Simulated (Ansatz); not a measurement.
# NaCl3: the cost of one run

All numbers are computed with Ansatz 0.2.0 through its Python package. Level of theory: DFT r2SCAN, plane waves, PAW.

## (1) The system

Symmetry: Pm-3n, No. 223, cubic system. Conventional cell: a = 5.527 Å, b = 5.527 Å, c = 5.527 Å, α = 90.00°, β = 90.00°, γ = 90.00°. Na (site symmetry m-3) has 12 Cl at 3.09 Å in its first shell of neighbours. Cl (site symmetry -4m2) has 2 Cl at 2.76 Å and 4 Na at 3.09 Å in its first shell of neighbours.

No structure file is read: the coordinates are typed or built in the script.

## (2) The script

Input file run_vcrelax.py:

```python
# -*- coding: utf-8 -*-
'''Relax cell and ions of NaCl3.'''

import ansatz
from ase import Atoms
from ase.data import atomic_numbers
from ase.io import write
import numpy as np
import spglib

def edges_and_angles(cell):
    cell = np.asarray(cell)
    a, b, c = np.linalg.norm(cell, axis=1)
    cosines = cell[1] @ cell[2] / (b * c), cell[0] @ cell[2] / (a * c), cell[0] @ cell[1] / (a * b)
    return (a, b, c, *np.degrees(np.arccos(cosines)))


def main():
    system = (
        ansatz.Lattice.cubic(5.527)
        .space_group(223)
        .atom('Na', (0.5, 0.5, 0.5))
        .atom('Cl', (0.5, 0.0, 0.75))
    )

    # edges free, angles fixed
    base = system.calculation()
    base = base.occupations('Fermi-Dirac', width=0.1)
    base = base.kpoints(6, 6, 6)
    base = base.functional(ansatz.Functional.R2SCAN)
    base = base.basis(41 * ansatz.Ry)
    base = base.relax(force_tolerance=0.005, max_steps=40, fix_cell=['angles'])
    steps = []


    def follow(event):
        if event['event'] != 'relax_step':
            return
        row = event['data']
        steps.append(row)
        print(f'step {row["step"]:3d}  E = {row["lagrangian_ev"]:.5f} eV  largest force component = {row["allowed_force_max_ev_ang"]:.4f} eV/A  P = {row["pressure_gpa"]:.3f} GPa')


    res = base.session().plan(threads=1).execute(on_event=follow)
    data = res.report

    first, last = steps[0], steps[-1]
    symbols = [site.symbol for site in res.lattice.sites]
    print(f'energy gained {first["lagrangian_ev"] - last["lagrangian_ev"]:.4f} eV in {len(steps) - 1} steps')
    for label, vectors in (('before', first['cell_ang']), ('after', res.lattice.cell_ang)):
        print(label, 'a b c (A) {:.4f} {:.4f} {:.4f}  angles {:.2f} {:.2f} {:.2f}'.format(*edges_and_angles(vectors)), f' V = {abs(np.linalg.det(vectors)):.3f} A^3')
    print('final stress xx yy zz (GPa, compression positive):', np.round(np.diag(data['stress_gpa']), 3) + 0.0)

    relaxed = Atoms(symbols, positions=[site.position_ang for site in res.lattice.sites], cell=res.lattice.cell_ang, pbc=True)
    write('relaxed.extxyz', relaxed, format='extxyz')

    fractions = [site.position_frac for site in res.lattice.sites]
    numbers = [atomic_numbers[s] for s in symbols]
    for tolerance in (1e-3, 1e-2, 1e-1):
        print(f'space group at {tolerance} A:', spglib.get_spacegroup((res.lattice.cell_ang, fractions, numbers), symprec=tolerance))

    print('%-22s %14.5f eV' % ('F = E - TS', data['free_energy_ev']))
    print('%-22s %14.5f eV' % ('E', data['internal_energy_ev']))
    print('%-22s %14.5f eV' % ('Harris-Foulkes', data['harris_foulkes_ev']))
    print('%-22s %14.5f eV' % ('Fermi level', data['fermi_energy_ev']))


if __name__ == '__main__':
    main()
```

## (3) The calls as engine input

The engine receives this input:

```yaml
crystal:
  lattice:
    bravais: cubic
    a: 5.527
  space_group: 223
  atoms:
    - { symbol: Na, position: [0.5, 0.5, 0.5] }
    - { symbol: Cl, position: [0.5, 0.0, 0.75] }
basis:
  ecutwfc: 557.833418042754
kpoints:
  mp_grid:
    grid: [6, 6, 6]
hamiltonian:
  xc: r2scan
scf:
  occupations:
    method: fermi_dirac
    width: 0.1
relax:
  f_tol: 0.005
  max_steps: 40
  cell:
    fix: [angles]
```

## (4) Launch

The run is started by

```console
$ python run_vcrelax.py
```

Q: Estimate wall time and peak memory on 1 thread of Arm Neoverse V1, shared host.

About 82 s, with a peak of 0.97 GiB.
